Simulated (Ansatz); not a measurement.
# SbHF2: basis-set convergence

One table from this session's results is given with a row withheld; the runs are named, their logs left out.

Program: Ansatz 0.2.0, Gaussian basis. Level of theory: one geometry, several basis sets. These are calculated values, not measurements.

Levels to be run: PBE0-D4/def2-SVP; ωB97M-V/def2-SVP; PBE0-D4/def2-QZVPP; ωB97M-V/def2-QZVPP; the functionals' def2-TZVPP values are taken from earlier runs.

## The geometry

An earlier PBE0-D4 in a triple-zeta def2 set relaxation fixed the geometry. Sb takes the def2 core potential; no spin-orbit term is included.

SMILES `[F][SbH][F]`, 4 atoms, charge 0, spin multiplicity 1.

Atoms are counted from 1 here; the program's logs count them from 0.

Bond lengths: F1–Sb2 1.902 Å, Sb2–F3 1.902 Å, Sb2–H4 1.724 Å. Angles: F1–Sb2–F3 95.6°, F1–Sb2–H4 92.9°, F3–Sb2–H4 92.9°.

Set-up of the first run:

The input, in.yaml:

```yaml
crystal:
  periodic: [false, false, false]
  atoms:
    - {symbol: F, position_ang: [1.118465, -0.685864, 0.970600]}
    - {symbol: Sb, position_ang: [-0.574266, -0.447223, 0.135817]}
    - {symbol: F, position_ang: [-0.605206, 1.446416, 0.315602]}
    - {symbol: H, position_ang: [0.116508, -0.373630, -1.442419]}
basis:
  gaussian: {orbitals: def2-SVP}
hamiltonian: {xc: pbe0, dispersion: d4}
output: {orbitals: {seedname: orbitals}}
```

Run with:

```sh
ansatz run in.yaml --threads 2 --pin off --events-out ev --progress --plain --max-ram 32768MiB --backend cpu
```

Steps of the session up to this table: PBE0-D4 in def2-SVP; ωB97M-V in def2-SVP; PBE0-D4 in def2-QZVPP; ωB97M-V in def2-QZVPP.

One of the session's tables, all rows but one given; the rest of the session is left out.

It belongs to the step «Density functionals: the series». 

```
functional       basis  HOMO (eV)  LUMO (eV)
   PBE0-D4    def2-SVP      -8.14      -1.41
   PBE0-D4  def2-TZVPP      -8.33      -1.71
   PBE0-D4  def2-QZVPP      -8.36      -1.76
   ωB97M-V    def2-SVP     -10.25       0.58
   ωB97M-V  def2-TZVPP          ?          ?
   ωB97M-V  def2-QZVPP     -10.52      -0.03
```

Estimate the missing values for ωB97M-V, def2-TZVPP.

As computed: HOMO (eV): -10.48; LUMO (eV): 0.10. In the column «HOMO (eV)» it lies between ωB97M-V, def2-QZVPP (-10.52) and ωB97M-V, def2-SVP (-10.25).
